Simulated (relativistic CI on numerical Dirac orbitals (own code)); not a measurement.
**Gd XXXVI (Gd³⁵⁺): levels and lines**

What are the lowest levels and the strongest lines of Gd³⁵⁺? One CI run answers it; further runs change one setting each.

The numbers are computed with relativistic CI on numerical Dirac orbitals (own code) version 4 (Dirac-Coulomb-Breit CI, KLI orbitals optimised for each configuration, model QED (radiative potential, 1s self-energy scaled to tabulated hydrogen-like ionisation energies)), except any that are marked as measured or tabulated.

### 1 The system

- ion: Gd³⁵⁺ (Gd XXXVI)
- nuclear charge: 64
- electrons: 29
- isotope: A = 158
- first configuration typed: [Ar] 3d10 4s

Outer shells as boxes (Hund's rule):

first configuration typed
```
[Ar] core
3d [↑↓][↑↓][↑↓][↑↓][↑↓]
4s [↑ ]
```

### 2 CI with the chosen configurations

Settings, as recorded:

```ini
atom Gd  Z=64  charge=35  electrons=29
nucleus A=158  rms_radius_fm=5.1569
hamiltonian dirac-coulomb  breit=on  qed=on  c_scale=1
orbitals kli  potential=per-configuration
slater_scale 1
correlation none
mixing on
configurations
  [Ar] 3d10 4s
  [Ar] 3d10 4p
  [Ar] 3d10 4d
  [Ar] 3d10 4f
  [Ar] 3d10 5s
  [Ar] 3d10 5p
  [Ar] 3d10 5d
  [Ar] 3d10 5f
  [Ar] 3d10 5g
  [Ar] 3d10 6s
  [Ar] 3d10 6p
  [Ar] 3d10 6d
  [Ar] 3d9 4s2
  [Ar] 3d10 6f
  [Ar] 3d10 7s
  [Ar] 3d9 4s 4p
  [Ar] 3d10 8s
  [Ar] 3d9 4s 4d
  [Ar] 3d9 4s 4f
  [Ar] 3d9 4s 5s
  [Ar] 3d9 4s 5p
  [Ar] 3d9 4s 5d
  [Ar] 3d9 4s 5f
end
```

Run with:

```sh
python run_levels.py task.json out
```

task.json lists these runs, among others, and the program works through them in turn.

### 3 Slater integrals scaled by 0.9

Changes to the settings of step 2:

```diff
@@ -4,3 +4,3 @@
 orbitals kli  potential=per-configuration
-slater_scale 1
+slater_scale 0.9
 correlation none
```

### 4 Without configuration mixing

Changes to the settings of step 3:

```diff
@@ -4,5 +4,5 @@
 orbitals kli  potential=per-configuration
-slater_scale 0.9
+slater_scale 1
 correlation none
-mixing on
+mixing off
 configurations
```

### 5 Non-relativistic limit (c × 1000)

Changes to the settings of step 4:

```diff
@@ -2,3 +2,3 @@
 nucleus A=158  rms_radius_fm=5.1569
-hamiltonian dirac-coulomb  breit=on  qed=on  c_scale=1
+hamiltonian dirac-coulomb  breit=off  qed=off  c_scale=1000
 orbitals kli  potential=per-configuration
@@ -6,3 +6,3 @@
 correlation none
-mixing off
+mixing on
 configurations
```

(Steps that only read results are left out.)

What does the calculation give? Wanted: lowest level; first excitation; lowest level of the other parity; fastest E1 line; ionisation energy.

The runs gave:

| run | time | mean size of shift, levels followed (cm⁻¹) | lowest level | ionisation energy (eV) |
| --- | --- | --- | --- | --- |
| main run | 1.4 s | 0 | 4s 2S1/2 | 1530.7 |
| Slater integrals scaled by 0.9 | 1.7 s | 82.5 | 4s 2S1/2 | 1530.7 |
| without configuration mixing | 1.4 s | 558 | 4s 2S1/2 | - |
| non-relativistic limit (c × 1000) | 1.1 s | 431450 | 4s 2S1/2 | - |

The semi-empirical ionisation energy (NIST) is 1532.3 eV.

| quantity | value |
| --- | --- |
| lowest level | 4s 2S1/2 |
| first excitation | 4p 2P°1/2, 597995 cm⁻¹ |
| lowest level of the other parity | 4p 2P°1/2, 597995 cm⁻¹ |
| levels in the model | 227 |
| fastest E1 line (by rate) to the lowest level among the lowest 123 of 227 levels | 0.8583 nm, from 3d9 4s 4f 2P°3/2 (ii) |
| ionisation energy | 1530.7 eV |
| ionisation energy, semi-empirical (NIST) | 1532.3 eV |

In words: The lowest level is 4s 2S1/2, 100 % pure in LS and 100 % in jj coupling; over the low levels the means are 100 and 100 %, so both schemes do about equally well. Against the semi-empirical ionisation energy the result lies 0.11 % low. The largest mover is «non-relativistic limit (c × 1000)» (431450 cm⁻¹ on average). Lifetimes count radiative decay inside the model alone.
